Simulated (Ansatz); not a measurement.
A run of Ansatz 0.2.0:

input.yaml

```yaml
crystal:
  lattice:
    - [3.811, 0.0, 0.0]
    - [-1.9055, 3.3004228138, 0.0]
    - [0.0, 0.0, 6.136]
  atoms:
    - { symbol: Sn, position: [0.0, 0.0, 0.0] }
    - { symbol: Se, position: [0.6666666667, 0.3333333333, 0.751] }
    - { symbol: Se, position: [0.3333333333, 0.6666666667, 0.249] }
hamiltonian:
  xc: r2scan
  pseudopotentials: { kind: paw }
kpoints:
  mp_grid: { grid: [5, 5, 3] }
scf:
  occupations: { method: fermi_dirac, width: 0.05 }
  n_extra_bands: 7
output:
  forces: true
  stress: true
  eigenvalues: true
  dos: { projected: true, de: 0.05, nscf_kmesh: { grid: [8, 8, 5] } }
```

Potentials or basis: Ansatz PAW.

Run with:

```sh
$ ansatz run input.yaml --threads 2 --pin off --max-ram 5632MiB --backend cpu --events-out ev --progress --plain --runs-dir out
```

Hardware: 2 threads of Arm Neoverse V1, with other jobs on the host.

How long does it take, and how much memory?

It took 6.4 s on 2 threads of Arm Neoverse V1, with other jobs on the host, peak memory 0.51 GiB. Counts: scf iterations 6, plane waves 1949, k points 12, bands 30.
